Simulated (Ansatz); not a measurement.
This script drives Ansatz's Python interface.

Script `brclh2ossi.py`:
```python
"""Harmonic frequencies of BrClH2OSSi at its relaxed geometry."""

import itertools

import ansatz as az
from ase.data import atomic_numbers, covalent_radii
import numpy as np

geometry_ang = [
    ("O", (-1.245, 0.4246, 1.0099)),
    ("Si", (-0.069, 0.0979, -0.0417)),
    ("S", (1.2853, -1.1902, 0.8989)),
    ("Cl", (-0.8761, -0.8246, -1.6226)),
    ("Br", (0.9149, 1.9443, -0.7202)),
    ("H", (-2.0951, 0.8281, 0.5742)),
    ("H", (2.1462, -1.3482, -0.1441)),
]
geometry = az.Crystal.molecule()
for symbol, xyz in geometry_ang:
    geometry = geometry.atom(symbol, xyz)

calculation = (
    geometry.calculation()
    .basis(gaussian="def2-SVP")
    .functional("HF")
)
symbols = [site.symbol for site in geometry.cartesian_sites]
start = np.array([site.position_ang for site in geometry.cartesian_sites], dtype=float)
data = calculation.relax(force_tolerance=0.003).run().report
end = np.array(data["positions_ang"])

# pairs closer than 1.2 times the sum of covalent radii, before or after
radius = [covalent_radii[atomic_numbers[s]] for s in symbols]
span = lambda where, i, j: np.linalg.norm(where[i] - where[j])
bonded = [(i, j) for i, j in itertools.combinations(range(len(symbols)), 2) if min(span(start, i, j), span(end, i, j)) < 1.2 * (radius[i] + radius[j])]
print("pair        before    after (A)")
for i, j in bonded:
    print(f"{symbols[i]}{i}-{symbols[j]}{j}".ljust(10), f"{span(start, i, j):8.4f} {span(end, i, j):8.4f}")
for first, second in list(itertools.combinations(bonded, 2)):
    shared = set(first) & set(second)
    if shared and symbols[(j := shared.pop())] != "H":
        i, k = sorted((set(first) | set(second)) - {j})
        u, v = end[i] - end[j], end[k] - end[j]
        angle = np.degrees(np.arccos(np.clip(u @ v / np.linalg.norm(u) / np.linalg.norm(v), -1, 1)))
        print(f"final angle {symbols[i]}{i}-{symbols[j]}{j}-{symbols[k]}{k}: {angle:.2f} deg")

# same settings at the minimum
minimum = az.Crystal.molecule()
for symbol, place in zip(symbols, end):
    minimum = minimum.atom(symbol, place.tolist())
vibrating = (
    minimum.calculation()
    .basis(gaussian="def2-SVP")
    .functional("HF")
    .phonons(temperatures=(200, 600, 100))
)
vib = vibrating.run().report["vibrations"]
sums = vib["harmonic_sums"]
modes = [m["omega_inv_cm"] for m in sums["modes_at_gamma"] if m["rigid_motion"] == "no"]
print("frequencies (1/cm):", " ".join(f"{w:.0f}" for w in modes))
print("imaginary modes:", sum(w < 0 for w in modes), " zero-point energy:", round(sums["zero_point_energy_ev"], 4), "eV")
print("T (K)   F_vib (eV)   S_vib (meV/K)   C_vib (meV/K)")
for row in zip(sums["temperatures_k"], sums["vibrational_free_energy_ev"], vib["entropy_ev_per_k"], vib["heat_capacity_ev_per_k"]):
    print(f"{row[0]:6.1f} {row[1]:11.4f} {1000 * row[2]:13.4f} {1000 * row[3]:15.4f}")
```

It is started by `python brclh2ossi.py`. How long does it take on 1 thread of Arm Neoverse V1 (shared host), and how much memory does it need?

It took about 3.8 min, with a peak of 0.34 GiB, for 2 runs of the engine.

Running `python brclh2ossi.py` prints:
```text
pair        before    after (A)
O0-Si1       1.6111   1.6216
O0-H5        1.0370   0.9453
Si1-S2       2.0924   2.1166
Si1-Cl3      2.0004   2.0574
Si1-Br4      2.1995   2.2254
S2-H6        1.3616   1.3362
final angle Si1-O0-H5: 122.31 deg
final angle O0-Si1-S2: 105.22 deg
final angle O0-Si1-Cl3: 111.18 deg
final angle O0-Si1-Br4: 109.79 deg
final angle S2-Si1-Cl3: 111.55 deg
final angle S2-Si1-Br4: 112.88 deg
final angle Si1-S2-H6: 95.64 deg
final angle Cl3-Si1-Br4: 106.32 deg
frequencies (1/cm): 73 148 184 212 231 264 284 405 560 621 804 861 1001 2861 4199
imaginary modes: 0  zero-point energy: 0.7877 eV
T (K)   F_vib (eV)   S_vib (meV/K)   C_vib (meV/K)
 200.0      0.7450        0.5224          0.6128
 300.0      0.6782        0.8050          0.7801
 400.0      0.5854        1.0451          0.8861
 500.0      0.4704        1.2507          0.9542
 600.0      0.3362        1.4290          1.0005
```

The frequencies are harmonic and unscaled, in a modest basis. The result belongs to the one conformer reached from this start, and soft torsions count as harmonic oscillators.

(Lines on the test bed's own set-up are left out of the output.)
